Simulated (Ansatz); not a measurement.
# AlCl₂HSe: small, medium and large basis sets

An exercise on one series of results from a longer session: the logs are not shown, and one member is left open.

The runs use Ansatz 0.2.0, Gaussian basis; one geometry, several basis sets.

Plan: PBE0-D4/def2-SVP; ωB97M-V/def2-SVP; PBE0-D4/def2-QZVPP; ωB97M-V/def2-QZVPP; the functionals' def2-TZVPP values are taken from earlier runs.

## The geometry

An earlier PBE0-D4 in a triple-zeta def2 set relaxation fixed the geometry.

SMILES `[Cl][Al]([Cl])[SeH]`, 5 atoms, charge 0, spin multiplicity 1.

Atoms are counted from 1 here; the program's logs count them from 0.

Bond lengths: Cl1–Al2 2.080 Å, Al2–Cl3 2.078 Å, Al2–Se4 2.290 Å, Se4–H5 1.470 Å. Angles: Cl1–Al2–Cl3 119.7°, Cl1–Al2–Se4 121.6°, Cl3–Al2–Se4 118.7°, Al2–Se4–H5 90.4°.

Set-up of the first run:

in.yaml reads:

```yaml
crystal:
  periodic: [false, false, false]
  atoms:
    - {symbol: Cl, position_ang: [-1.129102, -1.388582, 1.240079]}
    - {symbol: Al, position_ang: [0.378774, -0.407396, 0.195226]}
    - {symbol: Cl, position_ang: [2.327249, -1.125361, 0.281040]}
    - {symbol: Se, position_ang: [-0.051812, 1.460302, -1.058797]}
    - {symbol: H, position_ang: [-1.475208, 1.387438, -0.698949]}
basis:
  gaussian: {orbitals: def2-SVP}
hamiltonian: {xc: pbe0, dispersion: d4}
output: {orbitals: {seedname: orbitals}}
```

Steps of the session up to this table: PBE0-D4 in def2-SVP; ωB97M-V in def2-SVP; PBE0-D4 in def2-QZVPP; ωB97M-V in def2-QZVPP.

One table of the session follows, with a row left open; its other results are not shown here.

It belongs to the step «Density functionals: the series». 

| functional | basis | HOMO (eV) |
| --- | --- | --- |
| PBE0-D4 | def2-SVP | -7.73 |
| PBE0-D4 | def2-TZVPP | -7.82 |
| PBE0-D4 | def2-QZVPP | ? |
| ωB97M-V | def2-SVP | -9.82 |
| ωB97M-V | def2-TZVPP | -9.95 |
| ωB97M-V | def2-QZVPP | -9.97 |

Estimate the missing values for PBE0-D4, def2-QZVPP.

**Answer.** HOMO (eV): -7.84. In the column «HOMO (eV)» it lies between ωB97M-V, def2-SVP (-9.82) and PBE0-D4, def2-TZVPP (-7.82).
